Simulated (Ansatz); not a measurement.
# CH5Al + H2: a complex and its separated parts, part 2 of 2

Ansatz 0.2.0, Gaussian basis. Earlier steps stand in the parts before.

## (13) CAM-B3LYP-D4/def2-TZVPP

The inputs:

parta/in.yaml

```yaml
crystal:
  periodic: [false, false, false]
  atoms:
    - {symbol: Al, position_ang: [-0.546114, -0.241376, -0.723737]}
    - {symbol: C, position_ang: [0.477007, -0.787222, 0.844312]}
    - {symbol: H, position_ang: [0.135570, -0.195149, -2.159926]}
    - {symbol: H, position_ang: [-2.085451, 0.137238, -0.595056]}
    - {symbol: H, position_ang: [0.100438, -0.338468, 1.767098]}
    - {symbol: H, position_ang: [1.540883, -0.553972, 0.752213]}
    - {symbol: H, position_ang: [0.402885, -1.874657, 0.970015]}
basis:
  gaussian: {orbitals: def2-TZVPP}
hamiltonian: {xc: {name: CAM-B3LYP}, dispersion: d4}
```

partb/in.yaml

```yaml
crystal:
  periodic: [false, false, false]
  atoms:
    - {symbol: H, position_ang: [0.184620, 1.830410, -0.125846]}
    - {symbol: H, position_ang: [-0.209938, 2.023295, -0.729074]}
basis:
  gaussian: {orbitals: def2-TZVPP}
hamiltonian: {xc: {name: CAM-B3LYP}, dispersion: d4}
```

The same command starts each run, in its folder.

The run is started by

```
$ ansatz run in.yaml --threads 2 --pin off --events-out ev --progress --plain --max-ram 4352MiB
```

Output in parta, cut to the lines that bear on the results:

```text
Functional definition: CAM-B3LYP
  name "CAM-B3LYP"
  cite "Yanai, Tew & Handy, Chem. Phys. Lett. 393, 51 (2004) doi:10.1016/j.cplett.2004.06.011"
  cite "Iikura, Tsuneda, Yanai & Hirao, J. Chem. Phys. 115, 3540 (2001) doi:10.1063/1.1383587"
  cite "Becke, Phys. Rev. A 38, 3098 (1988) doi:10.1103/PhysRevA.38.3098"
  cite "Lee, Yang & Parr, Phys. Rev. B 37, 785 (1988) doi:10.1103/PhysRevB.37.785"
[...]
  # Exact exchange under (alpha + beta erf(omega r))/r, Becke's under what is left of 1/r.
[...]
763 factors; their error is unknown
216 factors; integrals over basis functions are off by at most 1.4e-5 eV
[...]
mean field -7715.16942987 eV, -283.5272470180 hartree, gradient 2.0e-5 eV, S^2 0.000000; 0 other end points of the search recorded, 0 dependent functions left out
reference -7715.16955546 eV, -283.5272516335 hartree; 12, 12 occupied and 131, 131 virtual orbitals, 763 factors
Total energy: -7715.23513381 eV, -283.5296615932 hartree
```

partb printed, cut to the lines that bear on the results:

```text
[... 6 set-up lines as earlier in the session ...]
[...]
  # Exact exchange under (alpha + beta erf(omega r))/r, Becke's under what is left of 1/r.
[...]
118 factors; their error is unknown
42 factors; integrals over basis functions are off by at most 6.3e-5 eV
[...]
mean field -31.88030409 eV, -1.1715795660 hartree, gradient 6.4e-5 eV, S^2 0.000000; 0 other end points of the search recorded, 0 dependent functions left out
reference -31.88037403 eV, -1.1715821362 hartree; 1, 1 occupied and 27, 27 virtual orbitals, 118 factors
Total energy: -31.88188743 eV, -1.1716377527 hartree
```

Times: 1.4 s (parta), 0.15 s (partb) on 2 threads of Arm Neoverse V1, shared host.

## (14) wB97X-V/def2-TZVPP

Each input of step 13 (parta, partb) changes in the same lines:

```diff
-hamiltonian: {xc: {name: CAM-B3LYP}, dispersion: d4}
+hamiltonian: {xc: {name: wB97X-V}}
```

The same command starts each run, in its folder.

The run is started by

```
$ ansatz run in.yaml --threads 2 --pin off --events-out ev --progress --plain --max-ram 4352MiB
```

Output in parta, cut to the lines that bear on the results:

```text
Functional definition: wB97X-V
  name "wB97X-V"
  cite "Mardirossian & Head-Gordon, Phys. Chem. Chem. Phys. 16, 9904 (2014) doi:10.1039/C3CP54374A"
[... 2 set-up lines as earlier in the session ...]
[...]
      + integral(e_c_pw_opposite_spin*poly(b97_u_opposite, cos0, cos1)) + vv10(b, c)
763 factors; their error is unknown
207 factors; integrals over basis functions are off by at most 1.4e-5 eV
[...]
mean field -7714.29384122 eV, -283.4950697285 hartree, gradient 5.3e-5 eV, S^2 0.000000; 0 other end points of the search recorded, 0 dependent functions left out
reference -7714.29383916 eV, -283.4950696529 hartree; 12, 12 occupied and 131, 131 virtual orbitals, 763 factors
Total energy: -7714.29383916 eV, -283.4950696529 hartree
```

partb printed, cut to the lines that bear on the results:

```text
[... 5 set-up lines as earlier in the session ...]
[...]
      + integral(e_c_pw_opposite_spin*poly(b97_u_opposite, cos0, cos1)) + vv10(b, c)
118 factors; their error is unknown
42 factors; integrals over basis functions are off by at most 3.0e-5 eV
[...]
mean field -31.90860048 eV, -1.1726194393 hartree, gradient 8.8e-5 eV, S^2 0.000000; 0 other end points of the search recorded, 0 dependent functions left out
reference -31.90859948 eV, -1.1726194026 hartree; 1, 1 occupied and 27, 27 virtual orbitals, 118 factors
Total energy: -31.90859948 eV, -1.1726194026 hartree
```

Times: 3.9 s (parta), 0.2 s (partb) on 2 threads of Arm Neoverse V1, shared host.

## (15) wB97M-V/def2-TZVPP

Each input of step 14 (parta, partb) changes in the same lines:

```diff
-hamiltonian: {xc: {name: wB97X-V}}
+hamiltonian: {xc: {name: wB97M-V}}
```

Each run has its own folder and the same command.

The run is started by

```
$ ansatz run in.yaml --threads 2 --pin off --events-out ev --progress --plain --max-ram 4352MiB
```

Output in parta, cut to the lines that bear on the results:

```text
Functional definition: wB97M-V
  name "wB97M-V"
  cite "Mardirossian & Head-Gordon, J. Chem. Phys. 144, 214110 (2016) doi:10.1063/1.4952647"
[... 2 set-up lines as earlier in the session ...]
  # Of w^i u^j: cxij and so on, Table III.
[...]
  gx(w, u) = 1 - cx + cx01*u + cx10*w
[...]
      + integral(e_c_pw_mod_opposite_spin*gos(b97_w_opposite, b97_u_opposite)) + vv10(b, c)
747 factors; their error is unknown
207 factors; integrals over basis functions are off by at most 1.4e-5 eV
[...]
mean field -7714.23432644 eV, -283.4928826008 hartree, gradient 5.8e-5 eV, S^2 0.000000; 0 other end points of the search recorded, 0 dependent functions left out
reference -7714.23437629 eV, -283.4928844327 hartree; 12, 12 occupied and 131, 131 virtual orbitals, 747 factors
Total energy: -7714.23437629 eV, -283.4928844327 hartree
```

Log of partb, cut to the lines that bear on the results:

```text
[... 5 set-up lines as earlier in the session ...]
  # Of w^i u^j: cxij and so on, Table III.
[...]
  gx(w, u) = 1 - cx + cx01*u + cx10*w
[...]
      + integral(e_c_pw_mod_opposite_spin*gos(b97_w_opposite, b97_u_opposite)) + vv10(b, c)
118 factors; their error is unknown
42 factors; integrals over basis functions are off by at most 3.0e-5 eV
[...]
mean field -31.60111558 eV, -1.1613195777 hartree, gradient 7.3e-6 eV, S^2 0.000000; 0 other end points of the search recorded, 0 dependent functions left out
reference -31.60113984 eV, -1.1613204691 hartree; 1, 1 occupied and 27, 27 virtual orbitals, 118 factors
Total energy: -31.60113984 eV, -1.1613204691 hartree
```

Wall times: 4.1 s (parta), 0.25 s (partb) on 2 threads of Arm Neoverse V1, shared host.

## (16) B2PLYP/def2-TZVPP

The same edit goes into each in.yaml of step 15 (parta, partb):

```diff
-hamiltonian: {xc: {name: wB97M-V}}
+hamiltonian: {xc: {name: B2PLYP}}
```

Each run has its own folder and the same command.

The run is started by

```
$ ansatz run in.yaml --threads 2 --pin off --events-out ev --progress --plain --max-ram 4352MiB
```

Log of parta, cut to the lines that bear on the results:

```text
Functional definition: B2PLYP
  name "B2PLYP"
  cite "Grimme, J. Chem. Phys. 124, 034108 (2006) doi:10.1063/1.2148954"
[... 2 set-up lines as earlier in the session ...]
[...]
811 factors; integrals over basis functions are off by at most 1.2e-3 eV
[...]
mean field -7708.93615615 eV, -283.2981784339 hartree, gradient 9.9e-6 eV, S^2 0.000000; 0 other end points of the search recorded, 0 dependent functions left out
6 core orbitals not correlated: weight in the atoms' cores, before any rotation towards them, 1.000 or more for the frozen orbitals, at most 0.000 for the correlated occupied ones
reference -7708.93631867 eV, -283.2981844063 hartree; 6, 6 occupied and 131, 131 virtual orbitals, 811 factors
second order -8.91832131 eV of doubles, -0.00000000 eV of singles
Total energy: -7711.34426542 eV, -283.3866748173 hartree
```

partb printed, cut to the lines that bear on the results:

```text
[... 5 set-up lines as earlier in the session ...]
[...]
145 factors; integrals over basis functions are off by at most 7.3e-4 eV
[...]
mean field -31.55849280 eV, -1.1597532193 hartree, gradient 1.0e-6 eV, S^2 0.000000; 0 other end points of the search recorded, 0 dependent functions left out
reference -31.55858221 eV, -1.1597565052 hartree; 1, 1 occupied and 27, 27 virtual orbitals, 145 factors
second order -1.02366376 eV of doubles, -0.00000000 eV of singles
Total energy: -31.83497143 eV, -1.1699136215 hartree
```

Wall times: 1.8 s (parta), 0.15 s (partb) on 2 threads of Arm Neoverse V1, shared host.

## (17) PBE-QIDH/def2-TZVPP

The same edit goes into each in.yaml of step 16 (parta, partb):

```diff
-hamiltonian: {xc: {name: B2PLYP}}
+hamiltonian: {xc: {name: PBE-QIDH}}
```

Each run has its own folder and the same command.

The run is started by

```
$ ansatz run in.yaml --threads 2 --pin off --events-out ev --progress --plain --max-ram 4352MiB
```

Output in parta, cut to the lines that bear on the results:

```text
Functional definition: PBE-QIDH
  name "PBE-QIDH"
  cite "Brémond, Sancho-García, Pérez-Jiménez & Adamo, J. Chem. Phys. 141, 031101 (2014) doi:10.1063/1.4890314"
[... 1 set-up line as earlier in the session ...]
[...]
811 factors; integrals over basis functions are off by at most 1.2e-3 eV
[...]
mean field -7705.76616391 eV, -283.1816833677 hartree, gradient 2.5e-6 eV, S^2 0.000000; 0 other end points of the search recorded, 0 dependent functions left out
6 core orbitals not correlated: weight in the atoms' cores, before any rotation towards them, 1.000 or more for the frozen orbitals, at most 0.000 for the correlated occupied ones
reference -7705.76617682 eV, -283.1816838422 hartree; 6, 6 occupied and 131, 131 virtual orbitals, 811 factors
second order -8.27918243 eV of doubles, -0.00000000 eV of singles
Total energy: -7708.52590430 eV, -283.2831019564 hartree
```

Output in partb, cut to the lines that bear on the results:

```text
[... 4 set-up lines as earlier in the session ...]
[...]
145 factors; integrals over basis functions are off by at most 7.3e-4 eV
[...]
mean field -31.52725236 eV, -1.1586051545 hartree, gradient 1.4e-6 eV, S^2 0.000000; 0 other end points of the search recorded, 0 dependent functions left out
reference -31.52725878 eV, -1.1586053904 hartree; 1, 1 occupied and 27, 27 virtual orbitals, 145 factors
second order -0.95920528 eV of doubles, -0.00000000 eV of singles
Total energy: -31.84699388 eV, -1.1703554384 hartree
```

They took 1.9 s (parta), 0.1 s (partb) on 2 threads of Arm Neoverse V1, shared host.

## (18) RPA on PBE/def2-TZVPP

Each input of step 17 (parta, partb) changes in the same lines:

```diff
-hamiltonian: {xc: {name: PBE-QIDH}}
+hamiltonian: {xc: pbe}
+correlation: {method: rpa}
```

Each run has its own folder and the same command.

The run is started by

```
$ ansatz run in.yaml --threads 2 --pin off --events-out ev --progress --plain --max-ram 4352MiB
```

Output in parta, cut to the lines that bear on the results:

```text
[... 4 set-up lines as earlier in the session ...]
[...]
811 factors; integrals over basis functions are off by at most 1.2e-3 eV
[...]
mean field -7710.08696045 eV, -283.3404697119 hartree, gradient 2.5e-6 eV, S^2 0.000000; 0 other end points of the search recorded, 0 dependent functions left out
6 core orbitals not correlated: weight in the atoms' cores, before any rotation towards them, 1.000 or more for the frozen orbitals, at most 0.000 for the correlated occupied ones
reference -7692.17094149 eV, -282.6820681590 hartree; 6, 6 occupied and 131, 131 virtual orbitals, 811 factors
Total energy: -7706.07906570 eV, -283.1931822964 hartree
```

Output in partb, cut to the lines that bear on the results:

```text
[... 4 set-up lines as earlier in the session ...]
[...]
145 factors; integrals over basis functions are off by at most 7.3e-4 eV
[...]
mean field -31.73221664 eV, -1.1661374527 hartree, gradient 1.4e-6 eV, S^2 0.000000; 0 other end points of the search recorded, 0 dependent functions left out
reference -30.80640207 eV, -1.1321143949 hartree; 1, 1 occupied and 27, 27 virtual orbitals, 145 factors
Total energy: -32.86230491 eV, -1.2076674304 hartree
```

They took 1.9 s (parta), 0.1 s (partb) on 2 threads of Arm Neoverse V1, shared host.

## (19) CCSD(T)/def2-TZVPP

Each input of step 18 (parta, partb) changes in the same lines:

```diff
-hamiltonian: {xc: pbe}
-correlation: {method: rpa}
+correlation: {method: ccsd_t}
```

The same command starts each run, in its folder.

The run is started by

```
$ ansatz run in.yaml --threads 2 --pin off --events-out ev --progress --plain --max-ram 4352MiB
```

Output in parta, cut to the lines that bear on the results:

```text
Functional definition: HF
  name "HF"
  cite "Fock, Z. Phys. 61, 126 (1930) doi:10.1007/BF01340294"
[... 1 set-up line as earlier in the session ...]
[...]
811 factors; integrals over basis functions are off by at most 1.2e-3 eV
[...]
mean field -7692.79187246 eV, -282.7048869513 hartree, gradient 2.7e-6 eV, S^2 0.000000; 0 other end points of the search recorded, 0 dependent functions left out
6 core orbitals not correlated: weight in the atoms' cores, before any rotation towards them, 1.000 or more for the frozen orbitals, at most 0.000 for the correlated occupied ones
reference -7692.79187246 eV, -282.7048869513 hartree; 6, 6 occupied and 131, 131 virtual orbitals, 811 factors
second order -7.34665910 eV of doubles, -0.00000000 eV of singles
cycle   1  -7.96283100 eV  change   -6.2e-1 eV  update   6.1e-2
[...]
cycle   8  -8.24089859 eV  change   -7.0e-6 eV  update   1.3e-5
perturbative correction -0.25212553 eV, -0.0092654422 hartree
Total energy: -7701.28489657 eV, -283.0169998307 hartree
```

Log of partb, cut to the lines that bear on the results:

```text
[... 4 set-up lines as earlier in the session ...]
[...]
145 factors; integrals over basis functions are off by at most 7.3e-4 eV
[...]
mean field -30.82770595 eV, -1.1328972980 hartree, gradient 4.3e-7 eV, S^2 0.000000; 0 other end points of the search recorded, 0 dependent functions left out
reference -30.82770595 eV, -1.1328972980 hartree; 1, 1 occupied and 27, 27 virtual orbitals, 145 factors
second order -0.86257463 eV of doubles, -0.00000000 eV of singles
cycle   1  -1.00722976 eV  change   -1.4e-1 eV  update   2.6e-2
[...]
cycle   7  -1.07307820 eV  change    6.5e-7 eV  update   4.1e-7
perturbative correction 0.00000000 eV, 0.0000000000 hartree
Total energy: -31.90078415 eV, -1.1723321944 hartree
```

Times: 5.5 s (parta), 0.1 s (partb) on 2 threads of Arm Neoverse V1, shared host; peak memory 0.77 GiB.

## (20) Vibrations of CH5Al

Input file vib-parta/in.yaml:

```yaml
crystal:
  periodic: [false, false, false]
  atoms:
    - {symbol: Al, position_ang: [-0.546114, -0.241376, -0.723737]}
    - {symbol: C, position_ang: [0.477007, -0.787222, 0.844312]}
    - {symbol: H, position_ang: [0.135570, -0.195149, -2.159926]}
    - {symbol: H, position_ang: [-2.085451, 0.137238, -0.595056]}
    - {symbol: H, position_ang: [0.100438, -0.338468, 1.767098]}
    - {symbol: H, position_ang: [1.540883, -0.553972, 0.752213]}
    - {symbol: H, position_ang: [0.402885, -1.874657, 0.970015]}
basis:
  gaussian: {orbitals: def2-TZVP}
hamiltonian: {xc: pbe0, dispersion: d4}
phonons: {temperatures: {t_min: 298.15, t_max: 900, t_step: 200}}
```

The run is started by

```
$ ansatz run in.yaml --threads 2 --pin off --events-out ev --progress --plain --max-ram 4352MiB
```

Output, cut to the lines that bear on the results:

```text
[... 5 set-up lines as earlier in the session ...]
[...]
679 factors; their error is unknown
[...]
mean field -7711.01345091 eV, -283.3745176083 hartree, gradient 5.8e-5 eV, S^2 0.000000; 0 other end points of the search recorded, 0 dependent functions left out
[...]
reference -7711.01348215 eV, -283.3745187562 hartree; 12, 12 occupied and 86, 86 virtual orbitals, 679 factors
[... from here to the last solve, the lines of the solves are left out (41 solves) ...]
[...]
WARN: phonons: 4 modes above zero are rigid motions of the cell's bodies and no vibrations: the zero-point energy, free energy, entropy and heat capacity leave them out. With what each would have added to F at 898 K, by the weight of its row in the mesh: 0.02 cm⁻¹ (-0.817 eV; rigid weight [...]
WARN: phonons: modes at or below zero, which the zero-point energy, F, S and C_V leave out: 1, the lowest at -20.16 cm⁻¹. A minimum has none, and a first-order saddle one
[...]
Atom 2 at     0.135570    -0.195149    -2.159926 Å, force    -0.000102    -0.000035     0.000684 eV/Å
Atom 3 at    -2.085451     0.137238    -0.595056 Å, force     0.000649    -0.000146     0.000150 eV/Å
Atom 4 at     0.100438    -0.338468     1.767098 Å, force    -0.000435     0.000868     0.001428 eV/Å
Atom 5 at     1.540883    -0.553972     0.752213 Å, force     0.001620     0.000558    -0.000030 eV/Å
Atom 6 at     0.402885    -1.874657     0.970015 Å, force    -0.000173    -0.001221     0.000016 eV/Å
Dipole moment:     0.083694    -0.042442     0.127802 e Å
Vibrations: -20.16 407.99 462.42 636.38 709.49 749.31 800.45 1218.03 1436.67 1441.67 1909.72 1911.12 3031.64 3104.82 3134.24 cm⁻¹, zero-point energy 1.298978 eV
```

It took 29 s on 2 threads of Arm Neoverse V1, shared host.

The modes, with what each moves most:

| mode | wavenumber (cm⁻¹) | character |
| --- | --- | --- |
| 1 | 20i | torsion |
| 2 | 408 | bend |
| 3 | 462 | torsion with bend |
| 4 | 636 | Al–C stretch |
| 5 | 709 | torsion with bend |
| 6 | 749 | bend |
| 7 | 800 | bend |
| 8 | 1218 | bend |
| 9 | 1437 | bend |
| 10 | 1442 | bend |
| 11 | 1910 | Al–H stretch |
| 12 | 1911 | Al–H stretch |
| 13 | 3032 | C–H stretch |
| 14 | 3105 | C–H stretch |
| 15 | 3134 | C–H stretch |

Vibrational sums (real modes only):

```
T (K)  entropy (J/mol/K)  heat capacity (J/mol/K)
  298               12.2                     26.6
  498               31.2                     48.2
  698               50.1                     63.6
  898               67.6                     75.1
```

## (21) Vibrations of H2

Input file vib-partb/in.yaml:

```yaml
crystal:
  periodic: [false, false, false]
  atoms:
    - {symbol: H, position_ang: [0.184620, 1.830410, -0.125846]}
    - {symbol: H, position_ang: [-0.209938, 2.023295, -0.729074]}
basis:
  gaussian: {orbitals: def2-TZVP}
hamiltonian: {xc: pbe0, dispersion: d4}
phonons: {temperatures: {t_min: 298.15, t_max: 900, t_step: 200}}
```

The run is started by

```
$ ansatz run in.yaml --threads 2 --pin off --events-out ev --progress --plain --max-ram 4352MiB
```

Output, cut to the lines that bear on the results:

```text
[... 5 set-up lines as earlier in the session ...]
[...]
88 factors; their error is unknown
[...]
mean field -31.78865270 eV, -1.1682114395 hartree, gradient 1.8e-5 eV, S^2 0.000000; 0 other end points of the search recorded, 0 dependent functions left out
[...]
reference -31.78856042 eV, -1.1682080483 hartree; 1, 1 occupied and 11, 11 virtual orbitals, 88 factors
Total energy: -31.79027512 eV, -1.1682710623 hartree
Atom 0 at     0.184620     1.830410    -0.125846 Å, force    -0.000954     0.000466    -0.001458 eV/Å
Atom 1 at    -0.209938     2.023295    -0.729074 Å, force     0.000954    -0.000466     0.001458 eV/Å
Dipole moment:    -0.000000    -0.000000    -0.000000 e Å
Vibrations: 4414.37 cm⁻¹, zero-point energy 0.273656 eV
```

Wall time 0.25 s (2 threads of Arm Neoverse V1, shared host).

Wavenumbers and character of the modes:

| mode | wavenumber (cm⁻¹) | character |
| --- | --- | --- |
| 1 | 4414 | H–H stretch |

Vibrational sums (real modes only):

| T (K) | entropy (J/mol/K) | heat capacity (J/mol/K) |
| --- | --- | --- |
| 298 | 0.0 | 0.0 |
| 498 | 0.0 | 0.0 |
| 698 | 0.0 | 0.1 |
| 898 | 0.1 | 0.4 |

## (22) Complex less separated parts

The complex's own energies come from single points at the same levels.

Rows are in def2-TZVPP; times add the 3 runs of a level on a shared host, so small differences are noise.

Differences are taken before rounding.

```csv
method,rung,complex less parts (kJ/mol),from CCSD(T) (kJ/mol),time
SPW92,LDA,-27.9,-19.5,1.6 s
PBE-D4,GGA,-14.1,-5.7,2.5 s
BLYP-D4,GGA,-6.5,+1.9,2.6 s
r2SCAN-D4,meta-GGA,-12.3,-3.9,5 s
B97M-V,meta-GGA,-8.6,-0.2,12 s
PBE0-D4,hybrid,-13.8,-5.4,3.1 s
B3LYP-D4,hybrid,-8.1,+0.3,3.1 s
r2SCAN0-D4,hybrid,-13.0,-4.6,5.9 s
BHLYP-D4,hybrid,-8.8,-0.4,3 s
CAM-B3LYP-D4,range-separated hybrid,-9.7,-1.3,3.5 s
wB97X-V,range-separated hybrid,-10.8,-2.4,9.6 s
wB97M-V,range-separated hybrid,-11.2,-2.7,10 s
B2PLYP,double hybrid,-5.5,+2.9,4.5 s
PBE-QIDH,double hybrid,-11.0,-2.6,4.7 s
RPA on PBE,RPA,-4.1,+4.3,4.7 s
Hartree-Fock,wavefunction,3.1,+11.5,
MP2,wavefunction,-8.1,+0.3,
CCSD,wavefunction,-7.1,+1.4,
CCSD(T),wavefunction,-8.4,0,20 s
```

Among the levels timed on like hardware and quicker than the yardstick, those that no quicker one beats, quickest first: SPW92 (1.6 s, -19.5 kJ/mol); PBE-D4 (2.5 s, -5.7 kJ/mol); BLYP-D4 (2.6 s, +1.9 kJ/mol); BHLYP-D4 (3 s, -0.4 kJ/mol); B3LYP-D4 (3.1 s, +0.3 kJ/mol); B97M-V (12 s, -0.2 kJ/mol).

B97M-V reaches 0.2 kJ/mol from the reference in 12 s, where CCSD(T) took 20 s; the quickest level in the cost chart, SPW92, takes 1.6 s and misses by 19.5 kJ/mol.

The complex's zero-point energy, from a separate PBE0-D4 run, is 1.679 eV.

## (23) What came out

This closing draws on all 2 parts.

```
                              quantity        value
complex less parts, CCSD(T)/def2-TZVPP  -8.4 kJ/mol
                with zero-point energy  +1.8 kJ/mol
                 largest T1 diagnostic        0.009
```

In words: At CCSD(T) the complex lies 8.4 kJ/mol below its parts. Among the functionals B97M-V lands nearest to CCSD(T) (-0.2 kJ/mol) and SPW92 farthest (-19.5 kJ/mol). By rung, the mean size of the error is: LDA 19.5, GGA 3.8, meta-GGA 2.0, hybrid 2.7, range-separated hybrid 2.1, double hybrid 2.8 kJ/mol. PBE-D4 gives a relative energy 5.7 kJ/mol too low, an error of 67 % of the reference. The complex's frequency run has imaginary modes: the structure is no minimum, so both the energy and the zero-point correction are in doubt. No counterpoise was applied, and triple zeta lacks some correlation, so the CCSD(T) reference has a basis error of its own, and close matches with it are partly luck.
